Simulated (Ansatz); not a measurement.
# TiO: the cost of one run

Method: DFT PBEsol, scalar-relativistic, plane waves, PAW, in Ansatz 0.2.0.

1 further run of the same task is left out (set aside as unsound or not needed). Runs told in other sessions of the task aren't counted.

## 1. Starting point

Symmetry: P-62m, No. 189, hexagonal system. Conventional cell: a = 4.958 Å, b = 4.958 Å, c = 2.836 Å, α = 90.00°, β = 90.00°, γ = 120.00°. Around Ti (site symmetry -6) lie 6 O at 2.08 Å. Ti (site symmetry -62m) is surrounded by 3 O at 1.96 Å. O (site symmetry m2m) has 5 Ti at 1.96 to 2.08 Å in its first shell of neighbours.

Coordinates:

```
Ti O
1.0
     4.95844    0.00000    0.00000
    -2.47922    4.29413    0.00000
     0.00000    0.00000    2.83597
Ti O
3 3
Direct
  0.66667 0.33333 0.50000
  0.33333 0.66667 0.50000
  0.00000 0.00000 0.00000
  0.60529 0.60529 0.00000
  0.39471 0.00000 0.00000
  0.00000 0.39471 0.00000
```

It goes back to an entry of the Materials Project, which need not be the stable form.

It is the result of an earlier relaxation at this level (volume 10.06 Å³/atom; gap on the mesh: none (metal)).

## 2. Zero of energy

The reference gives a free energy of -9112.8340 eV, pressure 0.01 GPa, largest force 0.000 eV/Å and gap on the mesh none (metal). It was computed beforehand with the settings of the runs below.

## 3. Zone-centre phonons by finite displacements

input.yaml reads:

```yaml
crystal:
  lattice:
    - [4.958439969, 0.0, 0.0]
    - [-2.4792199845, 4.2941349763, 0.0]
    - [0.0, 0.0, 2.8359676508]
  atoms:
    - { symbol: Ti, position: [0.6666666667, 0.3333333333, 0.5] }
    - { symbol: Ti, position: [0.3333333333, 0.6666666667, 0.5] }
    - { symbol: Ti, position: [0.0, 0.0, 0.0] }
    - { symbol: O, position: [0.6052948636, 0.6052948636, 0.0] }
    - { symbol: O, position: [0.3947051364, 0.0, 0.0] }
    - { symbol: O, position: [0.0, 0.3947051364, 0.0] }
basis:
  ecutwfc: 420
kpoints:
  mp_grid: { grid: [12, 12, 16] }
hamiltonian:
  xc: pbesol
scf:
  occupations: { method: gaussian, width: 0.15 }
output:
  eigenvalues: true
phonons:
  method: fd
  supercell: [1, 1, 1]
  amplitude: 0.02
  eigenvectors: true
  dielectric: false
```

Started as:

```console
> ansatz run input.yaml --threads 2 --pin off --max-ram 5120MiB --backend cpu --events-out ev --progress --plain --runs-dir out
```

What time and memory should one allow on 2 threads of Arm Neoverse V2, shared host?

About 7.4 min, with a peak of 1.3 GiB.
